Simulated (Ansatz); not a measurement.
Run this with the Python package of Ansatz (0.2.0) and show what comes out.

The script reads `li3y.extxyz`:
```text
8
Lattice="6.56809389 0.0 0.0 -3.28404694 5.68813616 0.0 0.0 0.0 4.992786" Properties=species:S:1:pos:R:3 pbc="T T T"
Li    1.47554528    0.85190646    3.74458950
Li    5.09254861    0.85190646    3.74458950
Li    3.28404694    3.98432323    3.74458950
Li    1.80850166    4.83622970    1.24819650
Li   -1.80850166    4.83622970    1.24819650
Li    0.00000000    1.70381293    1.24819650
Y     3.28404698    1.89604537    1.24819650
Y    -0.00000003    3.79209079    3.74458950
```

Script `scf.py`:
```python
import ansatz as az
import numpy as np


def main() -> None:
    xtal = az.Crystal.from_extxyz("li3y.extxyz")

    model = (
        xtal.calculation()
        .functional(az.Functional.PBE)
        .kpoints(spacing=0.29)
        .occupations("Fermi-Dirac", width=0.15)
        .band_table()
        .stress()
        .forces()
    )
    outcome = model.run()
    report = outcome.report

    for key in ("converged", "n_iterations", "n_electrons", "n_kpoints", "n_pw", "n_symmetry_ops", "free_energy_ev", "fermi_energy_ev"):
        print(f"{key:18s} {report[key]}")

    edges = report.get("band_edges_ev")
    if edges:
        print(f"band edges on the mesh: {edges[0]:.3f} and {edges[1]:.3f} eV, gap {edges[1] - edges[0]:.3f} eV")
    else:
        print("no band edges reported; Fermi level", round(report["fermi_energy_ev"], 3), "eV")

    print("pressure by term (GPa)")
    for term, tensor in report["stress_terms_gpa"].items():
        print(f"  {term:28s} {np.trace(np.array(tensor)) / 3:12.3f}")
    print(f"  {'total':28s} {np.trace(np.array(report['stress_gpa'])) / 3:12.3f}")

    forces = np.array(report["forces_ev_ang"])
    norms = np.linalg.norm(forces, axis=1)
    print("largest force {:.4f} eV/A on atom {}".format(norms.max(), norms.argmax()))
    print(np.array2string(forces, precision=4, suppress_small=True))


if __name__ == "__main__":
    main()
```

Running `python scf.py` prints:
```text
DeckWarning: basis.ecutwfc = 420 eV, auto-derived from the records' recommended cutoffs: set by Li (normal level)
converged          True
n_iterations       6
n_electrons        40.0
n_kpoints          12
n_pw               3629
n_symmetry_ops     24
free_energy_ev     -8924.343300582468
fermi_energy_ev    3.9381528077178873
no band edges reported; Fermi level 3.938 eV
pressure by term (GPa)
  kinetic                           420.170
  hartree                           206.514
  ewald                            -518.647
  local_pseudopotential              -8.403
  nonlocal_pseudopotential          -34.610
  augmentation                       39.748
  nlcc                              -41.747
  hubbard                             0.000
  exx                                 0.000
  electric_field                      0.000
  mag_constraint                      0.000
  xc                                -62.876
  dispersion                          0.000
  external_charges                    0.000
  augmentation_tail                   0.003
  scf_correction                     -0.000
  pulay_correction                    0.002
  total                               0.154
largest force 0.0340 eV/A on atom 1
[[ 0.0295  0.017   0.    ]
 [-0.0295  0.017   0.    ]
 [-0.     -0.034   0.    ]
 [-0.0295 -0.017   0.    ]
 [ 0.0295 -0.017   0.    ]
 [ 0.      0.034   0.    ]
 [ 0.      0.      0.    ]
 [-0.     -0.      0.    ]]
```
(Warnings from the package without file and line.)

Caveats:
- Total energies depend on the potentials; only differences at equal settings carry meaning. A total without «per atom» is that of the cell as typed.
- Spin is left out of this run.
- The mesh is modest for a metal, so energies can be off by several to tens of meV an atom and pressures by half a GPa or more; differences at equal mesh fare better.
- An absolute Fermi energy rests on an arbitrary zero of the periodic potential and has no direct meaning.
- A Fermi-Dirac width this large means warm electrons, whose thermal share enters the free energy.
- Pressure is positive in compression.
- This cell is a computed structure, which may not be the phase found in nature.
- Levels are Kohn-Sham eigenvalues on this mesh, without spin-orbit coupling.

(Lines on the test bed's own set-up are left out of the output.)
